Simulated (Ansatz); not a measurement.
# CuRu2: the cost of one run

Method: DFT PBE, scalar-relativistic, plane waves, PAW, in Ansatz 0.2.0.

1 further run of the same task is left out (it didn't finish).

### 1 The system as given

It takes space group P6/mmm (No. 191, hexagonal). Conventional cell: a = 3.315 Å, b = 3.315 Å, c = 3.705 Å, α = 90.00°, β = 90.00°, γ = 120.00°. Cu (site symmetry 6/mmm) has 12 Ru at 2.66 Å as nearest neighbours. Around Ru (site symmetry -6m2) lie 3 Ru at 1.91 Å.

Coordinates:

```xyz
3
Lattice="3.3154 0.0000 0.0000 -1.6577 2.8713 0.0000 0.0000 0.0000 3.7049" Properties=species:S:1:pos:R:3 pbc="T T T"
Cu    0.0000    0.0000    0.0000
Ru    0.0000    1.9142    1.8524
Ru    1.6577    0.9571    1.8524
```

The cell is invented: species swapped into a database cell of ScB2 (P6/mmm, No. 191), with Cu on the Sc sites and Ru on the B sites. The dimensions are guesses.

### 2 The guess as it stands, on a coarse mesh

Input file input.yaml:

```yaml
crystal:
  lattice:
    - [3.31544305, 0.0, 0.0]
    - [-1.65772153, 2.87125791, 0.0]
    - [0.0, 0.0, 3.70487602]
  atoms:
    - { symbol: Cu, position: [0.0, 0.0, 0.0] }
    - { symbol: Ru, position: [0.33333333, 0.66666667, 0.5] }
    - { symbol: Ru, position: [0.66666667, 0.33333333, 0.5] }
basis:
  ecutwfc: 420
kpoints:
  mp_grid: { grid: [6, 6, 6] }
hamiltonian:
  xc: pbe
scf:
  occupations: { method: gaussian, width: 0.1 }
  lower_state_search: "off"
output:
  forces: true
  stress: true
  eigenvalues: true
```

Launch:

```bash
$ ansatz run input.yaml --threads 1 --pin off --max-ram 2560MiB --backend cpu --events-out ev --progress --plain --runs-dir out
```

What time and memory should one allow on 1 thread of Arm Neoverse V2, shared host?

About 1.5 s, with a peak of 0.31 GiB.
